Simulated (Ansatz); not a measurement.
# RuH+ (quintet): the correlation ladder, def2-QZVPP

The task here is to estimate one member of a computed series from the others.

Computed with Ansatz 0.2.0, Gaussian basis. Level: def2-QZVPP, core rule «outside noble gas», up to 4 orbitals frozen.

Plan: UHF; ROHF; CCSD(T) on UHF.

## The system

The geometry is a PBE0/def2-TZVP stationary point (not a proven minimum) of the parent state, kept for this charge and spin. No spin-orbit coupling is included. Elements past krypton take def2 core potentials.

2 atoms, charge 1, spin multiplicity 5.

Atoms are counted from 1 here; the program's logs count them from 0.

Bond lengths: Ru1–H2 1.589 Å.

As a file:

```xyz
2

Ru    0.00000    0.00000    0.00000
H     0.00000    0.00000    1.58920
```

Set-up of the first run:

in.yaml

```yaml
crystal:
  periodic: [false, false, false]
  atoms:
    - {symbol: Ru, position_ang: [0.000000, 0.000000, 0.000000]}
    - {symbol: H, position_ang: [0.000000, 0.000000, 1.589200]}
basis:
  gaussian: {orbitals: "def2-QZVPP.json"}
total_charge: 1
magnetization: {spin_polarized: true, initial_magnetization: 4}
hamiltonian: {xc: hf}
output: {orbitals: {seedname: orbitals}}
```

Started as:

```bash
ansatz run in.yaml --threads 1 --pin off --events-out ev --progress --plain --max-ram 2816MiB --backend cpu
```

Steps of the session up to this table: UHF; ROHF; CCSD(T) on UHF.

One of the session's tables, all rows but one given; the rest of the session is left out.

It belongs to the step «Misses and costs». 

| method | from UCCSD(T) (meV) |
| --- | --- |
| ROHF | +5774.1 |
| UHF | +5566.8 |
| UMP2 | ? |
| UCCSD | +203.1 |
| UCCSD(T) | 0 |

Estimate the missing values for UMP2.

The run gave: from UCCSD(T) (meV): +519.5. In the column «from UCCSD(T) (meV)» it lies between UCCSD (+203.1) and UHF (+5566.8).

To keep in mind: Warnings: coupled cluster took another determinant than the lowest.
